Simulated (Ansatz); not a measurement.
The system is Ni2SbTe.

```
Te Sb Ni
1.0
     3.96562    0.00000    0.00000
    -1.98281    3.43433    0.00000
     0.00000    0.00000    5.20348
Te Sb Ni
1 1 2
Direct
  0.33333 0.66667 0.00000
  0.66667 0.33333 0.50000
  0.00000 0.00000 0.25318
  0.00000 0.00000 0.74682
```

The cell comes from a database or a generator and needn't be the stable form of this composition.

Base run:

- Program: Ansatz 0.2.0
- Functional: PBE
- Potentials or basis: Ansatz PAW
- Cutoff: 420 eV (not typed: the program's choice for these potentials)
- k mesh: 7 × 7 × 5
- Occupations: fermi-dirac, width 0.05 eV
- Spin: collinear spin, ferromagnetic start
- Starting moments: [0.0, 0.0, 2.0, 2.0] μB
- Fixed moment: 4 μB

Its results: pressure 13.3 GPa; site moments Te +0.39; Sb +0.39; Ni +1.17 μB.

Problem. After a change of settings the same cell gave: pressure 4.4 GPa; site moments Te +0.14; Sb +0.11; Ni +0.51 μB. Which change was it?
A. fixed moment from 4 μB to 2 μB; moments at the start from [0.0, 0.0, 2.0, 2.0] to [0.0, 0.0, 1.0, 1.0]
B. fixed moment from 4 μB to 1.5 μB; moments at the start from [0.0, 0.0, 2.0, 2.0] to [0.0, 0.0, 0.75, 0.75]
C. fixed moment from 4 μB to 0.5 μB; moments at the start from [0.0, 0.0, 2.0, 2.0] to [0.0, 0.0, 0.25, 0.25]
D. fixed moment from 4 μB to 3 μB; moments at the start from [0.0, 0.0, 2.0, 2.0] to [0.0, 0.0, 1.5, 1.5]

Solution. B.

Caveats: the total moment is fixed, so each spin has its own Fermi level; the thresholds are loose for stress.
